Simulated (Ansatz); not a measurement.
# AlGa3P4: the cost of one run

Program: Ansatz 0.2.0. Level of theory: DFT PBE, scalar-relativistic, plane waves, PAW. These are calculated values, not measurements.

1 further run of the same task is left out (it didn't finish).

### 1 The structure to begin with

Symmetry: P-4m2, No. 115, tetragonal system. Conventional cell: a = 3.769 Å, b = 3.769 Å, c = 10.660 Å, α = 90.00°, β = 90.00°, γ = 90.00°. Al (site symmetry -4m2) has 4 P at 2.31 Å as nearest neighbours. Ga (site symmetry 2mm) has 4 P at 2.31 Å as nearest neighbours. Around Ga (site symmetry -4m2) lie 4 P at 2.31 Å. Around P (site symmetry 2mm) lie 4 Ga at 2.31 Å. P (site symmetry 2mm) has 2 Al at 2.31 Å and 2 Ga at 2.31 Å as nearest neighbours.

Coordinates:

```xyz
8
Lattice="3.7687 0.0000 0.0000 0.0000 3.7687 0.0000 0.0000 0.0000 10.6596" Properties=species:S:1:pos:R:3 pbc="T T T"
Al    1.8844    1.8844    0.0000
Ga    0.0000    0.0000    7.9947
Ga    1.8844    1.8844    5.3298
Ga    0.0000    0.0000    2.6649
P     1.8844    0.0000    3.9973
P     0.0000    1.8844    1.3324
P     1.8844    0.0000    9.3271
P     0.0000    1.8844    6.6622
```

The start is an ordering of an alloy on its end members' structure types: elements ordered on the sites of the AlP type, Al/Ga on Al (P-4m2, No. 115).

### 2 Probe: one point on a coarse mesh

The input, input.yaml:

```yaml
crystal:
  lattice:
    - [3.76872219, 0.0, 0.0]
    - [0.0, 3.76872219, 0.0]
    - [0.0, 0.0, 10.65955606]
  atoms:
    - { symbol: Al, position: [0.5, 0.5, 0.0] }
    - { symbol: Ga, position: [0.0, 0.0, 0.75] }
    - { symbol: Ga, position: [0.5, 0.5, 0.5] }
    - { symbol: Ga, position: [0.0, 0.0, 0.25] }
    - { symbol: P, position: [0.5, 0.0, 0.375] }
    - { symbol: P, position: [0.0, 0.5, 0.125] }
    - { symbol: P, position: [0.5, 0.0, 0.875] }
    - { symbol: P, position: [0.0, 0.5, 0.625] }
basis:
  ecutwfc: 420
kpoints:
  mp_grid: { grid: [4, 4, 2] }
hamiltonian:
  xc: pbe
scf:
  occupations: { method: gaussian, width: 0.1 }
  lower_state_search: "off"
output:
  forces: true
  stress: true
  eigenvalues: true
```

On the command line:

```sh
> ansatz run input.yaml --threads 1 --pin off --max-ram 2560MiB --backend cpu --events-out ev --progress --plain --runs-dir out
```

Q: Estimate wall time and peak memory on 1 thread of Intel Xeon at 2.50GHz (Skylake/Cascade Lake), shared host.

About 13 s, with a peak of 0.38 GiB.
